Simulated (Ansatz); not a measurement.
# C3H2F4O: geometry optimisation

What geometry does C3H2F4O take? Aim: a geometry optimisation, for C3H2F4O, run from a script.

Program: Ansatz 0.2.0, driven from Python. Level of theory: PBE+D4/6-31G*. These are calculated values, not measurements.

## Step 1: The system

Bond lengths: F1–C2 1.380 Å, C2–O3 1.432 Å, C2–C4 1.487 Å, O3–C4 1.439 Å, C4–C5 1.474 Å, C5–F6 1.355 Å, C5–F7 1.351 Å, C5–F8 1.354 Å, C2–H9 1.079 Å, C4–H10 1.078 Å. Angles (14 of 19 angles, heavy atoms first): F1–C2–O3 117.3°, F1–C2–C4 118.7°, O3–C2–C4 59.0°, C2–O3–C4 62.4°, C2–C4–O3 58.6°, C2–C4–C5 120.3°, O3–C4–C5 117.3°, C4–C5–F6 110.2°, C4–C5–F7 113.5°, C4–C5–F8 110.1°, F6–C5–F7 107.7°, F6–C5–F8 107.2°, F7–C5–F8 108.0°, F1–C2–H9 111.6°.

No structure file is read: the coordinates are typed or built in the script.

## Step 2: The code

c3h2f4o_opt.py reads:

```python
import itertools

import ansatz as az
from ase import Atoms
from ase.data import atomic_numbers, covalent_radii
import numpy as np

atoms = Atoms(['F', 'C', 'O', 'C', 'C', 'F', 'F', 'F', 'H', 'H'], positions=[
    (1.3571, -0.0539, 1.5228),
    (1.3546, 0.2672, 0.1803),
    (1.1236, -0.7976, -0.7486),
    (0.0767, 0.1737, -0.5747),
    (-1.1546, -0.2729, 0.1004),
    (-2.0835, -0.6372, -0.816),
    (-0.9637, -1.3216, 0.9304),
    (-1.6836, 0.7423, 0.824),
    (2.0893, 1.0233, -0.0493),
    (-0.1158, 0.8767, -1.3694),
])
molecule = az.Crystal.molecule_from_ase(atoms)

model = (
    molecule.calculation()
    .basis(gaussian='6-31G*')
    .functional('pbe', dispersion='d4')
)
symbols = [site.symbol for site in molecule.cartesian_sites]
start = np.array([site.position_ang for site in molecule.cartesian_sites], dtype=float)
def progress(event):
    if event['event'] == 'relax_step':
        row = event['data']
        print(f'step {row["step"]:3d}  E = {row["lagrangian_ev"]:.6f} eV  largest force component {row["allowed_force_max_ev_ang"]:.4f} eV/A')


r = model.relax(force_tolerance=0.01).session().plan().execute(on_event=progress).report
end = np.array(r['positions_ang'])

print('reference energy %16.6f eV' % r['reference_energy_ev'])
print('total energy     %16.6f eV' % r['free_energy_ev'])
print('occupied orbitals outside the frozen core (up, down):', r['n_occupied'], ' frozen:', r['n_frozen'], ' virtual:', r['n_virtual'])

radius = [covalent_radii[atomic_numbers[s]] for s in symbols]
span = lambda where, i, j: np.linalg.norm(where[i] - where[j])
bonded = [(i, j) for i, j in itertools.combinations(range(len(symbols)), 2) if min(span(start, i, j), span(end, i, j)) < 1.2 * (radius[i] + radius[j])]
print('pair        before    after (A)')
for i, j in bonded:
    print(f'{symbols[i]}{i}-{symbols[j]}{j}'.ljust(10), f'{span(start, i, j):8.4f} {span(end, i, j):8.4f}')
for first, second in list(itertools.combinations(bonded, 2)):
    shared = set(first) & set(second)
    if shared and symbols[(j := shared.pop())] != 'H':
        i, k = sorted((set(first) | set(second)) - {j})
        u, v = end[i] - end[j], end[k] - end[j]
        angle = np.degrees(np.arccos(np.clip(u @ v / np.linalg.norm(u) / np.linalg.norm(v), -1, 1)))
        print(f'final angle {symbols[i]}{i}-{symbols[j]}{j}-{symbols[k]}{k}: {angle:.2f} deg')

charges = r['charge_distribution']
print('dipole moment', round(4.803205 * float(np.linalg.norm(charges['dipole_moment_e_ang'])), 3), 'D')
print('Mulliken:', [(s, round(q, 3)) for s, q in zip(symbols, charges['mulliken_charges_e'])])
with open('c3h2f4o_opt.xyz', 'w') as handle:
    handle.write(f'{len(symbols)}\nrelaxed C3H2F4O\n')
    handle.writelines(f'{s:2s} {x:11.6f} {y:11.6f} {z:11.6f}\n' for s, (x, y, z) in zip(symbols, end))
```

## Step 3: The input behind the calls

The engine receives this input:

```yaml
crystal:
  periodic: [false, false, false]
  atoms:
    - { symbol: F, position_ang: [1.3571, -0.0539, 1.5228] }
    - { symbol: C, position_ang: [1.3546, 0.2672, 0.1803] }
    - { symbol: O, position_ang: [1.1236, -0.7976, -0.7486] }
    - { symbol: C, position_ang: [0.0767, 0.1737, -0.5747] }
    - { symbol: C, position_ang: [-1.1546, -0.2729, 0.1004] }
    - { symbol: F, position_ang: [-2.0835, -0.6372, -0.816] }
    - { symbol: F, position_ang: [-0.9637, -1.3216, 0.9304] }
    - { symbol: F, position_ang: [-1.6836, 0.7423, 0.824] }
    - { symbol: H, position_ang: [2.0893, 1.0233, -0.0493] }
    - { symbol: H, position_ang: [-0.1158, 0.8767, -1.3694] }
basis:
  gaussian:
    orbitals: "6-31G*"
hamiltonian:
  xc: pbe
  dispersion: d4
relax:
  f_tol: 0.01
```

## Step 4: Launch

On the command line:

```bash
$ python c3h2f4o_opt.py
```

Q: Predict the main results. Wanted: total energy; dipole moment; moves of the relaxation; energy gained; last largest force component.

The runs gave:

| quantity | value |
| --- | --- |
| total energy | -16040.7840 eV |
| dipole moment | 2.42 D |
| moves of the relaxation | 7 |
| energy gained | 0.105 eV |
| last largest force component | 0.0084 eV/Å |

What this shows: After 7 moves the largest shift is 0.161 Å, of atom 8 (F). Reading the output:
- The end point is the stationary point reached from this start; no frequency run checks that it is a minimum, and the basis set is modest.
- Total less reference energy is the dispersion correction.
